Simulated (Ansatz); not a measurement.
# AlAsH₃ (doublet): from Hartree-Fock to the top rungs, cc-pVDZ

How much of the correlation energy of AlAsH₃ (doublet) does each wave-function method recover here?

The runs use Ansatz 0.2.0, Gaussian basis; cc-pVDZ, core rule «outside noble gas», up to 19 orbitals frozen.

Plan: UHF; CCSD(T) on ROHF; CCSD(T) on UHF; BCCD(T) on ROHF; CISD; CCSDT(Q) on ROHF; CCSDT(Q) on UHF.

24 further runs of the same task are left out: 3 for a known fault of the program, 9 that didn't finish, 12 set aside as unsound or not needed.

### 1 The geometry

The geometry is a PBE0/def2-TZVP stationary point (not a proven minimum). No spin-orbit coupling is included. The filled d shell of As may be among the frozen orbitals whatever the setting's name suggests; the logs give the count.

5 atoms, charge 0, spin multiplicity 2.

Atoms are counted from 1 here; the program's logs count them from 0.

Bond lengths: Al1–As2 2.440 Å, Al1–H3 1.587 Å, Al1–H4 1.587 Å, As2–H5 1.528 Å. Angles: As2–Al1–H3 121.9°, As2–Al1–H4 117.9°, H3–Al1–H4 120.2°, Al1–As2–H5 91.0°.

### 2 UHF

in.yaml

```yaml
crystal:
  periodic: [false, false, false]
  atoms:
    - {symbol: Al, position_ang: [0.000000, 0.020463, 1.750773]}
    - {symbol: As, position_ang: [0.000000, -0.027757, -0.688843]}
    - {symbol: H, position_ang: [0.000000, 1.383794, 2.563130]}
    - {symbol: H, position_ang: [0.000000, -1.367803, 2.519896]}
    - {symbol: H, position_ang: [0.000000, 1.499472, -0.746751]}
basis:
  gaussian: {orbitals: cc-pVDZ}
magnetization: {spin_polarized: true, initial_magnetization: 1}
hamiltonian: {xc: hf}
output: {orbitals: {seedname: orbitals}}
```

On the command line:

```console
> ansatz run in.yaml --threads 1 --pin off --events-out ev --progress --plain --max-ram 2393MiB
```

The runs that follow: CCSD(T) on ROHF; CCSD(T) on UHF; BCCD(T) on ROHF; CISD; CCSDT(Q) on ROHF; CCSDT(Q) on UHF.

**Question.** What will the summary of the whole plan be? Wanted: UCCSDT(Q) below the RHF energy; RMP2 from UCCSDT(Q); UMP2 from UCCSDT(Q); RCCSD from UCCSDT(Q); RCCSD(T) from UCCSDT(Q); UCCSD(T) from UCCSDT(Q); RCCSDT(Q) from UCCSDT(Q); T1 diagnostic.

The runs gave:

| quantity | value |
| --- | --- |
| UCCSDT(Q) below the RHF energy | -5.4955 eV |
| RMP2 from UCCSDT(Q) | +26.89 kcal/mol |
| UMP2 from UCCSDT(Q) | +27.13 kcal/mol |
| RCCSD from UCCSDT(Q) | +3.73 kcal/mol |
| RCCSD(T) from UCCSDT(Q) | +0.82 kcal/mol |
| UCCSD(T) from UCCSDT(Q) | +0.77 kcal/mol |
| RCCSDT(Q) from UCCSDT(Q) | +0.06 kcal/mol |
| levels within 1 kcal/mol (43 meV) | RCCSD(T), UCCSD(T), BCCD(T), RCCSDT, UCCSDT, RCCSDT(Q) |
| T1 diagnostic | 0.016 |

In words: RCCSD(T) misses by +0.82 kcal/mol, 0.6 % of the correlation energy. These misses are within one basis, not against nature; the frozen cores of restricted and unrestricted runs differ, which can shift their rows.
